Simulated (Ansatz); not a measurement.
# ZrB2: the cost of one run

Computed with Ansatz 0.2.0 (DFT PBEsol, scalar-relativistic, plane waves, PAW, unless a step's input says otherwise).

That is the level of the relaxation; later steps name their own.

1 further run of the same task is left out (set aside as unsound or not needed).

## 1. The system as given

Symmetry: P6/mmm, No. 191, hexagonal system. The conventional cell has a = 3.155 Å, b = 3.155 Å, c = 3.507 Å, α = 90.00°, β = 90.00°, γ = 120.00°. Zr (site symmetry 6/mmm) has 12 B at 2.53 Å as nearest neighbours. B (site symmetry -6m2) is surrounded by 3 B at 1.82 Å and 6 Zr at 2.53 Å.

As a file:

```xyz
3
Lattice="3.1548 0.0000 0.0000 -1.5774 2.7322 0.0000 0.0000 0.0000 3.5070" Properties=species:S:1:pos:R:3 pbc="T T T"
Zr    0.0000    0.0000    0.0000
B     0.0000    1.8215    1.7535
B     1.5774    0.9107    1.7535
```

It is the result of an earlier relaxation at this level (volume 10.08 Å³/atom; gap on the mesh: none (metal)).

## 2. The run at PBEsol

File input.yaml:

```yaml
crystal:
  lattice:
    - [3.154845633, 0.0, 0.0]
    - [-1.5774228165, 2.7321764632, 0.0]
    - [0.0, 0.0, 3.5069717885]
  atoms:
    - { symbol: Zr, position: [0.0, 0.0, 0.0] }
    - { symbol: B, position: [0.3333333333, 0.6666666667, 0.5] }
    - { symbol: B, position: [0.6666666667, 0.3333333333, 0.5] }
basis:
  ecutwfc: 420
kpoints:
  mp_grid: { grid: [15, 15, 12] }
  band_path:
    path:
      - [0.0, 0.0, 0.0]
      - [0.5, 0.0, 0.0]
      - [0.3333333333, 0.3333333333, 0.0]
      - [0.0, 0.0, 0.5]
      - [0.5, 0.0, 0.5]
      - [0.3333333333, 0.3333333333, 0.5]
      - [0.0, 0.0, 0.33333333]
      - [0.2, 0.4, 0.0]
    npoints: 1
hamiltonian:
  xc: pbesol
scf:
  occupations: { method: gaussian, width: 0.1 }
  n_extra_bands: 4
output:
  forces: true
  stress: true
  eigenvalues: true
```

Started as:

```sh
> ansatz run input.yaml --threads 1 --pin off --max-ram 2560MiB --backend cpu --events-out ev --progress --plain --runs-dir out
```

Q: Estimate wall time and peak memory on 1 thread of Intel Xeon at 2.70GHz, shared host.

About 5.3 s, with a peak of 0.38 GiB.
